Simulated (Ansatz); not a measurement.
# CH6SeSi: the cost of one run

Program: Ansatz 0.2.0, Gaussian basis. Level of theory: PBE0-D4/def2-TZVP structures, single points in def2-TZVPP, no counterpoise correction. These are calculated values, not measurements.

Levels: SPW92, PBE-D4, BLYP-D4, r2SCAN-D4, B97M-V, PBE0-D4, B3LYP-D4, r2SCAN0-D4, BHLYP-D4, CAM-B3LYP-D4, wB97X-V, wB97M-V, B2PLYP, PBE-QIDH, RPA on PBE, Hartree-Fock, MP2, CCSD, CCSD(T).

Correlated methods freeze the cores. Filled d shells of the heavier atoms are correlated. B3LYP uses VWN-RPA correlation. B2PLYP carries no dispersion term here.

94 further runs of the same task are left out: 94 set aside as unsound or not needed.

**1. The system as given**

The complex: 11 atoms, charge 0, spin multiplicity 1.

Atoms are counted from 1 here; the program's logs count them from 0.

Bond lengths: Si1–H3 1.485 Å, Si1–H4 1.486 Å, Si1–C5 1.865 Å, Si1–Se7 2.286 Å, H2–H6 0.748 Å, C5–H8 1.091 Å, C5–H9 1.094 Å, C5–H10 1.092 Å, Se7–H11 1.469 Å. Angles: H3–Si1–H4 109.1°, H3–Si1–C5 111.6°, H3–Si1–Se7 103.3°, H4–Si1–C5 110.2°, H4–Si1–Se7 109.8°, C5–Si1–Se7 112.6°, Si1–C5–H8 110.8°, Si1–C5–H9 110.2°, Si1–C5–H10 110.7°, H8–C5–H9 108.7°, H8–C5–H10 108.3°, H9–C5–H10 108.1°, Si1–Se7–H11 93.2°.

As a file:

```
atom    x (Å)    y (Å)    z (Å)
 Si1  -0.7402   0.7611  -0.7153
  H2   0.5573  -3.0674   1.2559
  H3  -2.1414   0.2720  -0.6526
  H4  -0.7216   2.1011  -1.3587
  C5   0.0319   0.8483   0.9796
  H6   0.5742  -2.7010   0.6044
 Se7   0.2903  -0.7646  -2.0709
  H8   0.0054  -0.1277   1.4673
  H9  -0.5073   1.5667   1.6034
 H10   1.0736   1.1699   0.9134
 H11   1.5780  -0.0586  -2.0264
```

Its parts: CH₆SeSi holds atoms 1, 3, 4, 5, 7, 8, 9, 10, 11; H₂ holds atoms 2, 6. Each part counts its atoms afresh in its own runs.

**2. Relaxing CH₆SeSi alone**

The input, relax-a/in.yaml:

```yaml
crystal:
  periodic: [false, false, false]
  atoms:
    - {symbol: Si, position_ang: [-0.740221, 0.761129, -0.715348]}
    - {symbol: H, position_ang: [-2.141422, 0.272008, -0.652607]}
    - {symbol: H, position_ang: [-0.721629, 2.101053, -1.358694]}
    - {symbol: C, position_ang: [0.031873, 0.848275, 0.979574]}
    - {symbol: Se, position_ang: [0.290250, -0.764604, -2.070924]}
    - {symbol: H, position_ang: [0.005387, -0.127693, 1.467260]}
    - {symbol: H, position_ang: [-0.507345, 1.566668, 1.603377]}
    - {symbol: H, position_ang: [1.073614, 1.169924, 0.913435]}
    - {symbol: H, position_ang: [1.578015, -0.058593, -2.026384]}
basis:
  gaussian: {orbitals: def2-TZVP}
hamiltonian: {xc: pbe0, dispersion: d4}
relax: {f_tol: 0.005, max_steps: 200}
```

Run with:

```sh
$ ansatz run in.yaml --threads 4 --pin off --events-out ev --progress --plain --max-ram 9574MiB
```

**Question.** How long does this run take on 4 threads of Arm Neoverse V1, shared host?

About 19 s.
